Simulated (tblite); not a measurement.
# C6H11ClSSi: the cost of one run

The runs use tblite 0.8.0 and PySCF 2.14.0, with density-fitted response routines of our own; the level of theory stands in each step. All values are computed, except where a source is named. Atoms count from 0, in the outputs and in this text.

## Step 1: The molecule as given

20 atoms, charge 0, multiplicity 1; geometry from: force field or distance geometry start.

Bonds of the start (Å): C0–C1 1.45, C1–C2 1.21, C2–C3 1.46, C3–S4 1.80, S4–Si5 2.13, Si5–Cl6 2.05, Si5–C7 1.87, C7–C8 1.52, C0–H9 1.09, C0–H10 1.10, C0–H11 1.10, C3–H12 1.11, C3–H13 1.09, Si5–H14 1.49, C7–H15 1.09, C7–H16 1.10, C8–H17 1.09, C8–H18 1.09, C8–H19 1.10.

## Step 2: Optimising the geometry with GFN2-xTB

The job: settings as JSON, then the geometry in Å.

```
{"job": {"kind": "relax", "xc": "GFN2-xTB", "basis": "xTB"}, "charge": 0, "multiplicity": 1}
C     -3.986500     1.078400     0.534900
C     -3.103900     0.013800     0.092300
C     -2.352400    -0.872600    -0.253500
C     -1.460800    -1.935200    -0.699100
S      0.004600    -1.316200    -1.544400
Si     1.164700    -0.430100     0.013200
Cl     1.707400    -1.894400     1.336000
C      2.703400     0.348300    -0.715400
C      3.612000     1.075200     0.258400
H     -3.430200     1.922900     0.944000
H     -4.679600     0.725300     1.313400
H     -4.600800     1.444500    -0.299500
H     -1.167000    -2.565600     0.168100
H     -1.987200    -2.598600    -1.391800
H      0.358600     0.583100     0.751900
H      3.281400    -0.431900    -1.211700
H      2.390600     1.055600    -1.494300
H      3.996800     0.399000     1.027300
H      4.460900     1.512100    -0.269500
H      3.082900     1.897100     0.765900
```

Command:

```sh
$ OMP_NUM_THREADS=1 python probes_run.py task.json out
```

The driver reads the jobs from task.json and runs them one after another.

**Question.** How long does this first job take on 1 thread of Arm Neoverse V1, shared host, and how much memory does it need?

About 1.6 s, with a peak of 0.18 GiB.
